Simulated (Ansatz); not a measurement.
# LiB2C2: the cost of one run

Program: Ansatz 0.2.0 through its Python package. Level of theory: DFT PBE, plane waves, PAW. These are calculated values, not measurements.

### 1 Starting point

It takes space group P-3m1 (No. 164, trigonal). The conventional cell has a = 2.715 Å, b = 2.715 Å, c = 7.118 Å, α = 90.00°, β = 90.00°, γ = 120.00°. Li (site symmetry -3m) has 6 C at 2.33 Å and 6 B at 2.37 Å as nearest neighbours. B (site symmetry 3m) is surrounded by 3 C at 1.57 Å. C (site symmetry 3m) has 3 B at 1.57 Å as nearest neighbours.

lib2c2.xyz, read by the script:

```xyz
5
Lattice="2.71464429 0.0 0.0 -1.35732214 2.35095092 0.0 0.0 0.0 7.118053" Properties=species:S:1:pos:R:3 pbc="T T T"
Li    0.00000000    0.00000000    3.55902650
B    -0.00000001    1.56730062    5.33720867
B     1.35732216    0.78365030    1.78084433
C    -0.00000001    1.56730062    1.83801653
C     1.35732216    0.78365030    5.28003647
```

### 2 Script

File walk.py:

```python
import warnings

import ansatz as az
import numpy as np
import pandas as pd

warnings.simplefilter("ignore", az.DeckWarning)

lib2c2 = az.Crystal.from_extxyz("lib2c2.xyz")

start = np.array(lib2c2.resolved().sites[3].position)
previous, rows = None, []
for step in range(5):
    target = start + step * 0.015 * np.eye(3)[2]
    job = (
        lib2c2.move(3, to=target).calculation()
        .functional("pbe")
        .kpoints(7, 7, 3)
        .occupations("fermi_dirac", width=0.1)
        .forces()
    )
    session = job.session()
    if previous is not None:
        session.seed_next_step(previous)
    previous = session.plan(retain="wavefunctions").execute()
    rep = previous.report
    rows.append((step, rep["lagrangian_ev"], float(np.linalg.norm(rep["forces_ev_ang"][3])), rep["n_iterations"], rep["n_symmetry_ops"]))
rows = [(row[0], 1000 * (row[1] - rows[0][1]), *row[2:]) for row in rows]
print(pd.DataFrame(rows, columns=["step", "dE meV", "force on it eV/A", "iterations", "operations"]).round(4).to_string(index=False))
```

### 3 The calls as engine input

The package turns the script's settings into the engine's input (first run):

```yaml
crystal:
  lattice:
    - [2.71464429, 0.0, 0.0]
    - [-1.35732214, 2.35095092, 0.0]
    - [0.0, 0.0, 7.118053]
  atoms:
    - { symbol: Li, position: [0.0, 0.0, 0.5] }
    - { symbol: B, position: [0.3333333298395675, 0.6666666695023986, 0.7498129994255451] }
    - { symbol: B, position: [0.6666666701604326, 0.3333333304976014, 0.25018700057445487] }
    - { symbol: C, position: [0.3333333298395675, 0.6666666695023986, 0.25821900033618744] }
    - { symbol: C, position: [0.6666666701604326, 0.3333333304976014, 0.7417809996638125] }
kpoints:
  mp_grid:
    grid: [7, 7, 3]
hamiltonian:
  xc: pbe
scf:
  occupations:
    method: fermi_dirac
    width: 0.1
output:
  forces: true
```

### 4 The run

Command:

```sh
> python walk.py
```

Q: Estimate wall time and peak memory on 1 thread of Intel Xeon 6975P-C (Granite Rapids), shared host.

About 4.7 s, with a peak of 0.44 GiB.
